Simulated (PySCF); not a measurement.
# C4H4GeO2: the cost of one run

The runs use PySCF 2.14.0, with density-fitted response routines of our own; the level of theory stands in each step. All values are computed, except where a source is named. Atoms are numbered from 0 throughout.

## Step 1: The starting structure

11 atoms, charge 0, multiplicity 1; geometry from: GFN2-xTB. The atoms were then displaced at random by about 0.01 Å, so the start is not that level's minimum.

Bonds of the start (Å): O0–C1 1.18, C1–C2 1.52, C2–O3 1.19, C2–C4 1.44, C4–C5 1.22, C5–Ge6 1.91, C1–H7 1.09, Ge6–H8 1.50, Ge6–H9 1.49, Ge6–H10 1.47.

## Step 2: Geometry optimisation at PBE0-D3(BJ)/def2-SVP

The job: settings as JSON, then the geometry in Å.

```
{"job": {"xc": "PBE0", "basis": "def2-SVP", "d3": "d3bj", "grid": 1, "shake": 0.01, "kind": "geom"}, "charge": 0, "multiplicity": 1}
O     -2.402830     1.122650    -0.195190
C     -2.548280     0.020670    -0.594410
C     -1.450110    -1.032280    -0.604800
O     -1.608540    -2.141190    -1.018840
C     -0.194940    -0.559310    -0.083270
C      0.829800    -0.087700     0.376200
Ge     2.446580     0.629730     1.089430
H     -3.472280    -0.371870    -1.006900
H      2.162440     2.039220     1.522900
H      2.820720    -0.215870     2.261720
H      3.455560     0.570130     0.022440
```

Command:

```sh
$ OMP_NUM_THREADS=1 python probes_run.py task.json out
```

One launch serves the whole session: the jobs run in the order shown.

**Question.** How long does this first job take on 1 thread of Arm Neoverse V2, shared host, and how much memory does it need?

About 74 s, with a peak of 0.56 GiB.
